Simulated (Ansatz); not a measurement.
# Si (diamond type): the cost of one run

Method: DFT, LDA, PAW with Ansatz's default frozen-core files, scalar-relativistic, in Ansatz 0.2.0.

## (1) The structure to begin with

The structure is cubic, space group Fd-3m (No. 227). Conventional cell: a = 5.432 Å, b = 5.432 Å, c = 5.432 Å, α = 90.00°, β = 90.00°, γ = 90.00°. Si (site symmetry -43m) has 4 Si at 2.35 Å as nearest neighbours.

Coordinates:

```cif
data_structure
_symmetry_space_group_name_H-M 'P 1'
_symmetry_Int_Tables_number 1
_cell_length_a 3.8407
_cell_length_b 3.8407
_cell_length_c 3.8407
_cell_angle_alpha 60.000
_cell_angle_beta 60.000
_cell_angle_gamma 60.000
_cell_volume 40.06
loop_
_atom_site_label
_atom_site_type_symbol
_atom_site_fract_x
_atom_site_fract_y
_atom_site_fract_z
_atom_site_occupancy
Si1 Si 0.87500 0.87500 0.87500 1
Si2 Si 0.12500 0.12500 0.12500 1
```

Atoms are numbered in the order of the input: Si1, Si2.

## (2) Bulk cell relaxed, PAW

Contents of input.yaml:

```yaml
crystal:
  lattice:
    - [0.0, 2.7157741474, 2.7157741474]
    - [2.7157741474, 0.0, 2.7157741474]
    - [2.7157741474, 2.7157741474, 0.0]
  atoms:
    - { symbol: Si, position: [-0.125, -0.125, -0.125] }
    - { symbol: Si, position: [0.125, 0.125, 0.125] }
kpoints:
  mp_grid: { grid: [11, 11, 11] }
scf:
  occupations: { method: fermi_dirac, width: 0.02 }
hamiltonian:
  xc: lda
  pseudopotentials: { kind: paw }
output:
  forces: true
  stress: true
  write_density: true
  write_potential: true
  elf: true
  volumetric_format: npy
relax:
  f_tol: 0.005
  max_steps: 40
  cell: {}
```

On the command line:

```console
> ansatz run input.yaml --threads 2 --pin off --max-ram 4096MiB --backend cpu --events-out ev --progress --plain --runs-dir out
```

**Question.** How long does this run take on 2 threads of Arm Neoverse V1, shared host, and how much memory does it need?

About 2.5 s, with a peak of 0.29 GiB.
